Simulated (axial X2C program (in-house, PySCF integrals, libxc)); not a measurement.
**SnO⁺: properties at the nuclei**

Wanted for SnO⁺: properties at the nuclei, at the two-component level.

Computed with an in-house X2C program for linear molecules on PySCF integrals. Level: two-component X2C with atomic mean-field terms, Sn dyall-acv3z, O dyall-av3z.

All values are calculated.

## (1) Set-up

File task.json:

```json
{"zs": [50, 8], "q": 1, "bas": ["dyall-acv3z", "dyall-av3z"], "r0": 1.87, "levels": ["PBE0", "HF", "B3LYP"], "nst": 1, "ff": 1, "thr": -3.5, "nmax": 130, "opt": {"ecut": 60}}
```

Keys: zs atomic numbers; q charge; bas basis sets; r0 starting distance in Å; levels methods (HF also brings MP2); nst determinants followed; ff finite-field run; thr threshold in hartree for freezing inner shells (an s shell follows its p shell); nmax most natural virtual spinors; ecut virtual cutoff in hartree.

On the command line:

```sh
python soeom.py task.json out
```

After this run come: Expectation values, lowest determinant; Finite-field coupled cluster.

Before running it: what results should come out? Wanted: lowest determinant; Eeff magnitude; Ws magnitude Sn; A∥/gI Sn; qzz Sn (for each run or level that gives them).

**Answer**, as computed:

| quantity | value |
| --- | --- |
| lowest determinant | Ω = 3/2 (excess of +ω over −ω: ω = 3/2) |
| Eeff magnitude (GV/cm), PBE0 | 0.0863 |
| Ws magnitude Sn (kHz), PBE0 | 0.0305 |
| A∥/gI Sn (MHz), PBE0 | 99 |
| qzz Sn (a.u.), PBE0 | -6.92 |
| Eeff magnitude (GV/cm), CCSD(T) | 0.0517 |
| Ws magnitude Sn (kHz), CCSD(T) | 0.0143 |
| A∥/gI Sn (MHz), CCSD(T) | 70.6 |
| qzz Sn (a.u.), CCSD(T) | -6.77 |

What this shows: In the first state, the effective field runs from 0.0863 to 0.469 GV/cm over the mean-field levels, so the levels don't agree on it. The expectation values come from single determinants, which for open shells can mix terms of unlike spin or miss the lowest Ω, so a determinant need not be a state. Eeff is the effective electric field on the electron dipole moment in this Ω state and Ws the scalar–pseudoscalar constant (defined with the proton number Z and per Ω); A∥ is the parallel hyperfine constant, which follows by multiplying with the nuclear g factor gI = μI/(I μN); qzz is the electric field gradient, eQq0 = 234.96 MHz × Q/barn × qzz. The operators were transformed with the bare-nucleus X2C matrices. Correlation of the inner shells is missing, which matters for properties at the nucleus.
